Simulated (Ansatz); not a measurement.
# MnSe: further runs on the relaxed cell

One table from this session's results is given with a row withheld; the runs are named, their logs left out.

The COD entry's cell or inner coordinates are ideal or old and differ from later refinements, so a difference from it is no clean test against experiment.

Computed with Ansatz 0.2.0 (DFT r2SCAN, scalar-relativistic, plane waves, PAW, unless a step's input says otherwise).

1 further run of the same task is left out (set aside as unsound or not needed).

**The system as given**

Symmetry: Fm-3m, No. 225, cubic system. The conventional cell has a = 5.470 Å, b = 5.470 Å, c = 5.470 Å, α = 90.00°, β = 90.00°, γ = 90.00°. Mn (site symmetry m-3m) is surrounded by 6 Se at 2.73 Å. Se (site symmetry m-3m) is surrounded by 6 Mn at 2.73 Å.

As a file:

```
Mn Se
1.0
     0.00000    2.73482    2.73482
     2.73482    0.00000    2.73482
     2.73482    2.73482    0.00000
Mn Se
1 1
Direct
  0.00000 0.00000 0.00000
  0.50000 0.50000 0.50000
```

This cell was relaxed beforehand with the same method: volume 20.45 Å³/atom, gap on the mesh none (metal), site moments up to 4.5 μB.

Set-up of the first run:

File input.yaml:

```yaml
crystal:
  lattice:
    - [0.0, 2.7348224804, 2.7348224804]
    - [2.7348224804, 0.0, 2.7348224804]
    - [2.7348224804, 2.7348224804, 0.0]
  atoms:
    - { symbol: Mn, position: [0.0, 0.0, 0.0], spin: 4.98 }
    - { symbol: Se, position: [0.5, 0.5, 0.5], spin: 0.16 }
basis:
  ecutwfc: 500
kpoints:
  mp_grid: { grid: [14, 14, 14] }
  band_path:
    path:
      - [[0.0, 0.0, 0.0], [0.5, 0.0, 0.5], [0.625, 0.25, 0.625]]
      - [[0.375, 0.375, 0.75], [0.0, 0.0, 0.0], [0.5, 0.5, 0.5], [0.5, 0.25, 0.75], [0.5, 0.0, 0.5]]
    npoints: 14
hamiltonian:
  xc: r2scan
scf:
  occupations: { method: gaussian, width: 0.1 }
  n_extra_bands: 6
output:
  forces: true
  stress: true
  eigenvalues: true
  populations: true
  dos: { projected: true, de: 0.02, nscf_kmesh: { grid: [21, 21, 21] } }
  bader: true
magnetization:
  spin_polarized: true
checkpoint:
  read: start.run
  write: ck
  compress: false
  write_wavefunctions: false
  write_every: 100000
```

Started as:

```console
$ ansatz run input.yaml --threads 1 --pin off --max-ram 2560MiB --backend cpu --events-out ev --progress --plain --runs-dir out
```

Among the steps run: Static run: bands, density of states and charges; Back to the database's cell; The cell scaled to 0.97 of its volume; The cell scaled to 1.03 of its volume; Point at V/V0 = 0.94; Point at V/V0 = 1.06; The cell scaled to 0.91 of its volume; Volume × 1.10; Volume × 0.88.

One table of the session follows, with a row left open; its other results are not shown here.

It belongs to the step «Equation of state». 

```
volume (Å³/atom)  energy above the lowest point (meV/atom)  pressure (GPa)  gap on the mesh (eV)  largest moment (μB)
          18.000                                      73.9           10.33                  0.00                 4.36
          18.614                                      40.1            7.26                  0.00                 4.41
          19.227                                      17.5            4.58                  0.00                 4.46
          19.841                                       4.5            2.22                  0.00                 4.50
          20.454                                       0.0            0.00                  0.00                 4.53
          21.068                                         ?               ?                     ?                    ?
          21.682                                      15.1           -3.81                  0.38                 4.58
          22.500                                      39.8           -5.78                  0.44                 4.60
```

Q: Estimate the row for volume (Å³/atom) = 21.068 from the others.

Worked estimate for «energy above the lowest point (meV/atom)». A straight line through the neighbours (20.454, 0.0) and (21.682, 15.1) gives 0.0 + (15.1 − 0.0) × (21.068 − 20.454) / (21.682 − 20.454) = 7.6; a parabola fitted to 4 rows on both sides gives 4.0.

**Answer.** energy above the lowest point (meV/atom): 3.9; pressure (GPa): -2.03; gap on the mesh (eV): 0.21; largest moment (μB): 4.56. In «energy above the lowest point (meV/atom)» the line misses by +3.7 and the parabola by +0.1.

To keep in mind: The magnetic state reached may not be the lowest one. Without a U such compounds often come out metallic though many are antiferromagnetic insulators. Warnings in the runs' records: stability check not made, moment headroom below auto.
